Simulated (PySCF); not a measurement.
# The bond of MgI, level by level

An exercise on one series of results from a longer session: the logs are not shown, and one member is left open.

Method: Mg def2-SVPD, I def2-SVPD with ECP28, scalar-relativistic core potentials; program: PySCF 2.14.0.

1 further run of the same task is left out (it didn't finish).

The first run:

A driver script around PySCF takes these settings:

```
atoms                         : Mg, I
charge                        : 0
basis                         : Mg def2-SVPD, I def2-SVPD with ECP28
Hamiltonian                   : scalar-relativistic core potentials
basis functions               : 56
electrons treated             : 37
masses in u                   : 23.9850, 126.9045
levels                        : PBE0, PBE, r²SCAN, B97-3, PW91, HF, MP2, SCS-MP2
grid                          : 80 radial by 434 angular points
occupations                   : held fixed by the projection of orbital angular momentum
dissociation limit            : Mg + I, each in its ground configuration
starting distance in angstrom : 2.665
values of 2S to try           : 1, 3
```

Started as:

```sh
$ OMP_NUM_THREADS=1 python dia.py task.json out
```

Among the steps run: The job; First curve: PBE0; Higher solutions at PBE0; PBE (GGA); r²SCAN (meta-GGA); B97-3 (global hybrid GGA); PW91; UHF.

One table of the session follows, with a row left open; its other results are not shown here.

It belongs to the step «The curves together». Energy (eV) from each level's lowest point:

```
R (Å)    UHF  UHF-MP2  UHF-SCS-MP2    PBE   PW91
2.259  0.763    0.765        0.773  0.712  0.704
2.364  0.346    0.346        0.352  0.322  0.317
2.469  0.114    0.114        0.117  0.106  0.104
2.548  0.028    0.028        0.030  0.027  0.026
2.627  0.000    0.000        0.000  0.000  0.000
2.706  0.015    0.015        0.014  0.013  0.014
2.811      ?        ?            ?      ?      ?
2.942  0.230    0.230        0.223  0.203  0.206
3.100  0.451    0.451        0.440  0.394  0.400
3.310  0.780    0.781        0.765  0.669  0.678
```

**Question.** Estimate the row for R (Å) = 2.811.

Worked estimate for «UHF». A straight line through the neighbours (2.706, 0.015) and (2.942, 0.230) gives 0.015 + (0.230 − 0.015) × (2.811 − 2.706) / (2.942 − 2.706) = 0.111; a parabola fitted to 4 rows on both sides gives 0.092.

**Answer.** UHF: 0.086; UHF-MP2: 0.086; UHF-SCS-MP2: 0.082; PBE: 0.076; PW91: 0.078. In «UHF» the line misses by +0.025 and the parabola by +0.006.
